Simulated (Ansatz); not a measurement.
# SiMo3: the cost of one run

Computed with Ansatz 0.2.0 (DFT PBE, scalar-relativistic, plane waves, PAW, unless a step's input says otherwise).

2 further runs of the same task are left out: 2 set aside as unsound or not needed.

## Step 1: The starting structure

The structure is cubic, space group Pm-3n (No. 223). Conventional cell: a = 4.906 Å, b = 4.906 Å, c = 4.906 Å, α = 90.00°, β = 90.00°, γ = 90.00°. Si (site symmetry m-3) has 12 Mo at 2.74 Å as nearest neighbours. Around Mo (site symmetry -4m2) lie 2 Mo at 2.45 Å and 4 Si at 2.74 Å.

As a file:

```cif
data_structure
_symmetry_space_group_name_H-M 'P 1'
_symmetry_Int_Tables_number 1
_cell_length_a 4.9065
_cell_length_b 4.9065
_cell_length_c 4.9065
_cell_angle_alpha 90.000
_cell_angle_beta 90.000
_cell_angle_gamma 90.000
_cell_volume 118.11
loop_
_atom_site_label
_atom_site_type_symbol
_atom_site_fract_x
_atom_site_fract_y
_atom_site_fract_z
_atom_site_occupancy
Si1 Si 0.00000 0.00000 0.00000 1
Si2 Si 0.50000 0.50000 0.50000 1
Mo1 Mo 0.25000 0.00000 0.50000 1
Mo2 Mo 0.50000 0.75000 0.00000 1
Mo3 Mo 0.75000 0.00000 0.50000 1
Mo4 Mo 0.50000 0.25000 0.00000 1
Mo5 Mo 0.00000 0.50000 0.75000 1
Mo6 Mo 0.00000 0.50000 0.25000 1
```

It is the result of an earlier relaxation at this level (volume 14.76 Å³/atom; gap on the mesh: none (metal)).

## Step 2: Static run: bands, density of states and charges

input.yaml

```yaml
crystal:
  lattice:
    - [4.9064535175, 0.0, 0.0]
    - [0.0, 4.9064535175, 0.0]
    - [0.0, 0.0, 4.9064535175]
  atoms:
    - { symbol: Si, position: [0.0, 0.0, 0.0] }
    - { symbol: Si, position: [0.5, 0.5, 0.5] }
    - { symbol: Mo, position: [0.25, 0.0, 0.5] }
    - { symbol: Mo, position: [0.5, 0.75, 0.0] }
    - { symbol: Mo, position: [0.75, 0.0, 0.5] }
    - { symbol: Mo, position: [0.5, 0.25, 0.0] }
    - { symbol: Mo, position: [0.0, 0.5, 0.75] }
    - { symbol: Mo, position: [0.0, 0.5, 0.25] }
basis:
  ecutwfc: 420
kpoints:
  mp_grid: { grid: [8, 8, 8] }
  band_path:
    path:
      - [[0.0, 0.0, 0.0], [0.0, 0.5, 0.0], [0.5, 0.5, 0.0], [0.0, 0.0, 0.0], [0.5, 0.5, 0.5], [0.0, 0.5, 0.0]]
      - [[0.5, 0.5, 0.5], [0.5, 0.5, 0.0]]
    npoints: 14
hamiltonian:
  xc: pbe
scf:
  occupations: { method: gaussian, width: 0.1 }
  n_extra_bands: 20
output:
  forces: true
  stress: true
  eigenvalues: true
  populations: true
  dos: { projected: true, de: 0.02, nscf_kmesh: { grid: [12, 12, 12] } }
  bader: true
  write_density: true
  write_potential: true
  elf: true
  volumetric_format: npy
```

Launch:

```
ansatz run input.yaml --threads 2 --pin off --max-ram 5120MiB --backend cpu --events-out ev --progress --plain --runs-dir out
```

What time and memory should one allow on 2 threads of Intel Xeon 6975P-C (Granite Rapids), shared host?

About 32 s, with a peak of 0.73 GiB.
